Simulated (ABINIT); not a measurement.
Crystal: NbSi.

```
Nb Si
1.0
     0.00000    2.57383    2.57383
     2.57383    0.00000    2.57383
     2.57383    2.57383    0.00000
Nb Si
1 1
Direct
  0.00000 0.00000 0.00000
  0.50000 0.50000 0.50000
```

The cell was built by a generator and needn't be a form met in nature.

| Quantity | Value |
| --- | --- |
| Program | ABINIT 10.8.3 (patched build) |
| Task | relaxation of cell and atoms |
| Functional | PBE |
| Dispersion | D3(BJ) |
| Potentials or basis | SG15 NC PBE v1.2 |
| Cutoff | 1116 eV |
| k mesh | 7 × 7 × 7 |
| Occupations | fermi-dirac, width 0.05 eV |
| Spin | no spin polarisation |

At the start: pressure -4.8 GPa; volume 17.05 Å³/atom.

How do energy, volume and symmetry change on relaxing?

Over 4 steps the energy falls by 8.3 meV/atom and the volume is 16.51 Å³/atom (-3.2 %); space group Fm-3m (No. 225, to 0.05 Å).

The path:
| step | energy change (eV) | largest force (eV/Å) | pressure (GPa) | volume (Å³) |
| --- | --- | --- | --- | --- |
| 1 | 0.0000 | 0.0000 | -4.84 | 34.10 |
| 2 | -0.0118 | 0.0000 | -2.67 | 33.60 |
| 3 | -0.0167 | 0.0000 | 0.10 | 33.00 |
| 4 | -0.0167 | 0.0000 | 0.00 | 33.03 |

Final structure:
```cif
data_structure
_symmetry_space_group_name_H-M 'P 1'
_symmetry_Int_Tables_number 1
_cell_length_a 3.6013
_cell_length_b 3.6013
_cell_length_c 3.6013
_cell_angle_alpha 60.000
_cell_angle_beta 60.000
_cell_angle_gamma 60.000
_cell_volume 33.03
loop_
_atom_site_label
_atom_site_type_symbol
_atom_site_fract_x
_atom_site_fract_y
_atom_site_fract_z
_atom_site_occupancy
Nb1 Nb 0.00000 0.00000 0.00000 1
Si1 Si 0.50000 0.50000 0.50000 1
```

Caveat: pairwise dispersion overbinds metals, which lowers pressure and volume.
